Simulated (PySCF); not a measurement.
BFH2, in a box:

```
B F H
1.0
    12.00000    0.00000    0.00000
     0.00000   11.00000    0.00000
     0.00000    0.00000   11.00000
B F H
1 1 2
Cartesian
  5.9614 5.3968 5.5910
  7.0499 5.1041 6.2717
  4.9762 4.7516 5.8081
  6.0229 6.2904 4.7963
```

Base run:

| Property | Result |
| --- | --- |
| Program | PySCF 2.14.0 |
| Functional | PW91 |
| Potentials or basis | pob-tzvp-rev2 (all-electron) |
| k mesh | 1 × 1 × 1 |
| Occupations | fixed |
| Spin | no spin polarisation |

Its results: gap between the frontier levels 6.14 eV.

Q: The run is repeated on the same cell with these changes: functional from PW91 to SVWN5. What comes out?

A: Gap between the frontier levels 5.80 eV.

Caveats: this is a molecule in a periodic box at the Γ point, so its band gap is the HOMO-LUMO gap; the basis of atomic orbitals isn't converged, which shifts pressures, moduli and gaps.

